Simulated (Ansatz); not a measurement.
**GeH₃S (doublet): wave-function methods side by side at distance Ge1–S2 = 4.797 Å, cc-pVDZ**

One table from this session's results is given with a row withheld; the runs are named, their logs left out.

The runs use Ansatz 0.2.0, Gaussian basis; cc-pVDZ, core rule «outside noble gas», up to 19 orbitals frozen.

Plan: UHF; CCSD(T) on ROHF; CCSD(T) on UHF; BCCD(T) on ROHF; CISD; CCSDT(Q) on ROHF; CCSDT(Q) on UHF; CASSCF and MRCISD+Q, 3 electrons in 3 orbitals; CASSCF and NEVPT2, 3 electrons in 3 orbitals.

17 further runs of the same task are left out: 2 for a mislabelled method, 11 that didn't finish, 4 set aside as unsound or not needed.

**The system**

The geometry derives from a PBE0/def2-TZVP stationary point (not a proven minimum). One bond is set to the value named and the two fragments are kept rigid. No spin-orbit coupling is included. The filled d shell of Ge may be among the frozen orbitals whatever the setting's name suggests; the logs give the count.

5 atoms, charge 0, spin multiplicity 2.

Atoms are counted from 1 here; the program's logs count them from 0.

Bond lengths: Ge1–H3 1.550 Å, Ge1–H4 1.545 Å, S2–H5 1.343 Å. Angles: H3–Ge1–H4 110.8°.

Geometry (Å):

```xyz
5
charge 0, multiplicity 2
Ge    0.0664    0.0508    1.4629
S    -0.1120   -0.1492   -3.3266
H    -0.8143    1.2237    1.9642
H    -0.5070   -1.3053    1.9328
H     0.0981    1.1667   -3.4938
```

Set-up of the first run:

Contents of in.yaml:

```yaml
crystal:
  periodic: [false, false, false]
  atoms:
    - {symbol: Ge, position_ang: [0.066419, 0.050812, 1.462863]}
    - {symbol: S, position_ang: [-0.112014, -0.149219, -3.326642]}
    - {symbol: H, position_ang: [-0.814342, 1.223709, 1.964207]}
    - {symbol: H, position_ang: [-0.506992, -1.305254, 1.932772]}
    - {symbol: H, position_ang: [0.098110, 1.166673, -3.493751]}
basis:
  gaussian: {orbitals: cc-pVDZ}
magnetization: {spin_polarized: true, initial_magnetization: 1}
hamiltonian: {xc: hf}
output: {orbitals: {seedname: orbitals}}
```

Started as:

```
$ ansatz run in.yaml --threads 1 --pin off --events-out ev --progress --plain --max-ram 2393MiB
```

Among the steps run: UHF; CCSD(T) on ROHF; CCSD(T) on UHF; BCCD(T) on ROHF; CISD; CCSDT(Q) on ROHF; CCSDT(Q) on UHF; CASSCF and MRCISD+Q, 3 electrons in 3 orbitals; CASSCF and NEVPT2, 3 electrons in 3 orbitals.

One of the session's tables, all rows but one given; the rest of the session is left out.

| method | from UCCSDT(Q) (meV) |
| --- | --- |
| ROHF | +6864.7 |
| UHF | +6609.9 |
| RMP2 | +1422.3 |
| UMP2 | +1528.4 |
| CISD | ? |
| RCCSD | +145.9 |
| UCCSD | +157.2 |
| RCCSD(T) | +28.7 |
| UCCSD(T) | +40.1 |
| BCCD(T) | +28.5 |
| RCCSDT | +3.3 |
| UCCSDT | +6.9 |
| RCCSDT(Q) | -3.3 |
| UCCSDT(Q) | 0 |
| CASSCF pair | +6383.6 |
| NEVPT2 pair | +1319.1 |
| MRCISD pair | +648.4 |
| MRCISD+Q pair | +23.1 |

Estimate the missing values for CISD.

**Answer.** from UCCSDT(Q) (meV): +782.4. In the column «from UCCSDT(Q) (meV)» it lies between MRCISD pair (+648.4) and NEVPT2 pair (+1319.1).

Among the levels timed on like hardware and quicker than the yardstick, those that no quicker one beats, quickest first: CISD (10 s, +782.4 meV); MRCISD+Q pair (11 s, +23.1 meV); RCCSDT(Q) (4.8 min, -3.3 meV).

To keep in mind: Of the multireference levels listed MRCISD+Q pair comes nearest in total energy (+23.1 meV), which doesn't show that its space is the better one. Restricted and unrestricted rows rest on different reference determinants; where their highest levels disagree by more than a few hundredths of an eV, they describe different states and don't form one ladder.
